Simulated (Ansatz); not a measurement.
NiMoIrPdW:

```
CELL_PARAMETERS angstrom
4.14670 0.00000 0.00000
-2.07335 3.59115 0.00000
0.00000 0.00000 5.41629
ATOMIC_POSITIONS crystal
Ni 0.00000 0.00000 0.02221
Mo 0.66667 0.33333 0.45996
Pd 0.33333 0.66667 0.74601
Ir 0.33333 0.66667 0.25641
W 0.66667 0.33333 0.99985
```

The cell was built by a generator and needn't be a form met in nature.

Base run:

```yaml
Program: Ansatz 0.2.0
Functional: PBE
Potentials_or_basis: all-electron LAPW, scalar-relativistic
Cutoff: 343 eV
Density_cutoff: 1370 eV
Basis_error_allowed: 0.002 eV/atom
k_mesh: 5 × 5 × 4
Occupations: fermi-dirac, width 0.05 eV
Spin: collinear spin, ferromagnetic start
Starting_moments: "[1.0, 1.0, 0.0, 0.6, 0.0] μB"
```

Its results: pressure 0.1 GPa; net moment 0.00 μB per cell; largest force 0.119 eV/Å.

Task: After a change of settings the same cell gave: pressure 0.8 GPa; net moment 0.00 μB per cell; largest force 0.352 eV/Å. Which change was it?
A. functional from PBE to BLYP
B. functional from PBE to LDA
C. functional from PBE to PBEsol
D. hubbard terms from none to Ir d U = 3 eV, Mo d U = 3 eV, Ni d U = 3 eV, Pd d U = 3 eV, W d U = 3 eV

Result: D.

Caveats: the k mesh is thin for a metal, which can move the energy by tens of meV per atom; the magnetic state may not be the lowest (some runs); U is the effective U less J, on atomic orbitals that reach past the spheres (some runs); the U is typed as a test and isn't derived for this compound (some runs).

Not every run made on this cell is shown here.
